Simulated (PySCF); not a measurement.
# CuBr: from the state search to spectroscopic constants

One table from this session's results is given with a row withheld; the runs are named, their logs left out.

Computed with PySCF 2.14.0. Level: Cu x2c-TZVPPall, Br x2c-TZVPPall, spin-free X2C with a Gaussian nucleus.

The first run:

A driver script around PySCF takes these settings:

| Property | Result |
| --- | --- |
| atoms | Cu, Br |
| charge | 0 |
| basis | Cu x2c-TZVPPall, Br x2c-TZVPPall |
| Hamiltonian | spin-free X2C with a Gaussian nucleus |
| basis functions | 112 |
| electrons treated | 64 |
| masses in u | 62.9296, 78.9183 |
| levels | PBE0, PBE, r²SCAN, B2PLYP, PBEsol, M06-2X, LDA, HSE06, HF, MP2, SCS-MP2, CCSD, CCSD(T) |
| grid | 80 radial by 434 angular points |
| occupations | held fixed by the projection of orbital angular momentum |
| dissociation limit | Cu + Br, each in its ground configuration |
| starting distance in angstrom | 2.250 |
| values of 2S to try | 0, 2, 4 |

On the command line:

```console
$ OMP_NUM_THREADS=2 python dia.py task.json out
```

Among the steps run: The job; First curve: PBE0; Higher solutions at PBE0; PBE; r²SCAN (meta-GGA); B2PLYP; PBEsol (GGA); M06-2X; LDA (local density); HSE06; RHF (mean field); MP2 and coupled cluster.

One table of the session follows, with a row left open; its other results are not shown here.

Energy (eV) from each level's lowest point:

| R (Å) | RHF | RHF-MP2 | RHF-SCS-MP2 | RHF-CCSD | RHF-CCSD(T) |
| --- | --- | --- | --- | --- | --- |
| 1.881 | 1.409 | 0.772 | 0.901 | n/a | n/a |
| 1.968 | 0.746 | 0.301 | 0.387 | 0.465 | 0.428 |
| 2.056 | 0.336 | 0.067 | 0.115 | 0.160 | 0.139 |
| 2.121 | 0.152 | 0.000 | 0.023 | 0.044 | 0.034 |
| 2.187 | 0.045 | 0.001 | 0.000 | 0.000 | 0.000 |
| 2.253 | 0.000 | 0.052 | 0.030 | 0.011 | 0.019 |
| 2.340 | ? | ? | ? | ? | ? |
| 2.449 | 0.104 | 0.390 | 0.318 | 0.252 | 0.277 |
| 2.581 | 0.291 | 0.696 | 0.597 | 0.508 | 0.540 |
| 2.756 | 0.605 | 1.134 | 1.008 | n/a | n/a |

**Question.** Estimate the row for R (Å) = 2.340.

Worked estimate for «RHF». A straight line through the neighbours (2.253, 0.000) and (2.449, 0.104) gives 0.000 + (0.104 − 0.000) × (2.340 − 2.253) / (2.449 − 2.253) = 0.046; a parabola fitted to 4 rows on both sides gives 0.019.

As computed: RHF: 0.010; RHF-MP2: 0.176; RHF-SCS-MP2: 0.129; RHF-CCSD: 0.088; RHF-CCSD(T): 0.104. In «RHF» the line misses by +0.036 and the parabola by +0.009.
